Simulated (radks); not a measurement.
# Hf in [Xe] 4f14 5d2 6s2: an all-electron calculation

The task here is to estimate one member of a computed series from the others.

Method: scalar-relativistic Kohn-Sham, LDA (Slater exchange, VWN5 correlation), spin-unpolarised, spherical densities, finite nucleus. Code: radks (a radial shooting solver on a logarithmic mesh, Libxc functionals) version 1.

## The atom as given

```
element            : hafnium (Z = 72)
charge             : 0
electrons          : 72
configuration      : [Xe] 4f14 5d2 6s2
nuclear rms radius : 5.347 fm
```

Outer shells as boxes (Hund's rule):

Hf
```
[Xe] core
4f [↑↓][↑↓][↑↓][↑↓][↑↓][↑↓][↑↓]
5d [↑ ][↑ ][  ][  ][  ]
6s [↑↓]
```

Set-up of the first run:

The run's settings:

```text
Z 72
configuration [Xe] 4f14 5d2 6s2 6p0 7s0
relativity scalar-relativistic
functional lda,vwn5
spin unpolarised
nucleus finite rms 5.347 fm
c 137.035999084
```

Among the steps run: Self-consistent calculation.

One table of the session follows, with a row left open; its other results are not shown here.

It belongs to the step «Orbitals and density». Radial density 4πr²ρ:

```
r (bohr)  4πr²ρ (e/bohr)
0.000695           3.815
 0.00119           8.860
 0.00201           19.31
 0.00344           39.09
 0.00583           67.93
 0.00997           94.06
  0.0169               ?
  0.0289           89.14
  0.0490           125.7
  0.0837           111.6
   0.142           114.6
   0.243           77.23
   0.411           69.90
   0.703           34.56
    1.19           12.92
    2.04           3.071
    3.45          0.9963
    5.90          0.1292
```

Q: Estimate the row for r (bohr) = 0.0169 from the others.

Worked estimate for «4πr²ρ (e/bohr)». A straight line through the neighbours (0.00997, 94.06) and (0.0289, 89.14) gives 94.06 + (89.14 − 94.06) × (0.0169 − 0.00997) / (0.0289 − 0.00997) = 92.26; a parabola fitted to 4 rows on both sides gives 83.44.

**Answer.** 4πr²ρ (e/bohr): 94.30. In «4πr²ρ (e/bohr)» the line misses by -2.04 and the parabola by -10.86. Between these rows the values bend or scatter more than so simple an estimate can follow.

Limits of these values: Spin polarisation and multiplet splitting are left out.
